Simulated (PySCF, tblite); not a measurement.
# C₆H₁₂O₃Si: geometry, infrared bands and NMR shifts

What infrared bands and NMR shifts should C₆H₁₂O₃Si (`COCC[C@@H]1OCC(=O)[SiH2]1`) show?

The runs use tblite 0.8.0 and PySCF 2.14.0, with density-fitted response routines of our own; the level of theory stands in each step. All values are computed, except where a source is named. Atoms are numbered from 0 throughout.

**1. Starting geometry**

22 atoms, charge 0, multiplicity 1; geometry from: force field or distance geometry start.

Bonds of the start (Å): C0–O1 1.43, O1–C2 1.42, C2–C3 1.52, C3–C4 1.53, C4–O5 1.45, O5–C6 1.44, C6–C7 1.51, C7–O8 1.22, C7–Si9 1.88, Si9–C4 1.93, C0–H10 1.08, C0–H11 1.09, C0–H12 1.10, C2–H13 1.10, C2–H14 1.08, C3–H15 1.12, C3–H16 1.10, C4–H17 1.09, C6–H18 1.10, C6–H19 1.10, Si9–H20 1.50, Si9–H21 1.49.

**2. Geometry optimisation with GFN2-xTB**

The job: settings as JSON, then the geometry in Å.

```
{"job": {"kind": "relax", "xc": "GFN2-xTB", "basis": "xTB"}, "charge": 0, "multiplicity": 1}
C      3.292800     0.962300    -0.705500
O      2.110900     0.487900    -0.061800
C      1.684100    -0.756500    -0.601700
C      0.456500    -1.244500     0.160000
C     -0.637600    -0.206400     0.415000
O     -1.681600    -0.839700     1.204800
C     -2.886400    -0.059700     1.153900
C     -3.112400     0.517900    -0.225100
O     -4.138800     0.955200    -0.714100
Si    -1.478600     0.550300    -1.150700
H      4.105800     0.253900    -0.588000
H      3.081100     1.136100    -1.764600
H      3.564700     1.915100    -0.232100
H      1.433100    -0.614100    -1.666300
H      2.473700    -1.488600    -0.534900
H      0.790200    -1.603100     1.165800
H      0.043700    -2.133600    -0.328000
H     -0.245900     0.619200     1.008900
H     -3.720900    -0.715200     1.430800
H     -2.810700     0.755700     1.889400
H     -0.941900     1.914500    -1.460700
H     -1.392100    -0.387400    -2.309000
```

Command:

```console
OMP_NUM_THREADS=1 python probes_run.py task.json out
```

One launch serves the whole session: the jobs run in the order shown.

**Question.** This job is followed by: GFN2-xTB harmonic vibrations, gas phase; GIAO PBE0/pcSseg-1 NMR shielding, non-relativistic, gas phase. Predict these results of the whole session: strongest single infrared mode (GFN2-xTB); zero-point energy (GFN2-xTB); ¹³C shifts against TMS (PBE0/pcSseg-1); ¹H shifts against TMS (PBE0/pcSseg-1, means over atoms taken as alike); ¹⁷O shifts against H2O (PBE0/pcSseg-1); ²⁹Si shifts against TMS (PBE0/pcSseg-1).

**Answer**, as computed:

| quantity | value |
| --- | --- |
| strongest single infrared mode (GFN2-xTB) | 1771 cm⁻¹, 280 km/mol |
| zero-point energy (GFN2-xTB) | 106.4 kcal/mol |
| ¹³C shifts against TMS (PBE0/pcSseg-1) | 257.0, 85.2, 78.7, 76.6, 61.8, 37.8 ppm |
| ¹H shifts against TMS (PBE0/pcSseg-1, means over atoms taken as alike) | 4.54, 4.15, 3.84, 3.79, 3.76, 3.71, 3.52, 3.34, 2.81, 1.75 ppm |
| ¹⁷O shifts against H2O (PBE0/pcSseg-1) | 853.9, 50.6, 27.3 ppm |
| ²⁹Si shifts against TMS (PBE0/pcSseg-1) | -77.7 ppm |

What this shows: Over 75 steps the energy fell by 0.277 eV; of the close pairs, C7–Si9 changed most, 1.878 to 1.928 Å. No mode is imaginary among the 60: a minimum at this level. The strongest single mode, at 1771 cm⁻¹, moves mainly C7 and O8. GFN2-xTB is a fitted tight-binding method: band positions and strengths are rough. Its intensities can rank the bands wrongly. H17 (hydrogen on an sp3 CH bonded to O and Si) lies farthest downfield among hydrogen, at 4.54 ppm; its carbon carries O, hence the downfield position. At PBE0/pcSseg-1: Shielding is most anisotropic at O8 (span 1864 ppm, paramagnetic term -910 ppm).
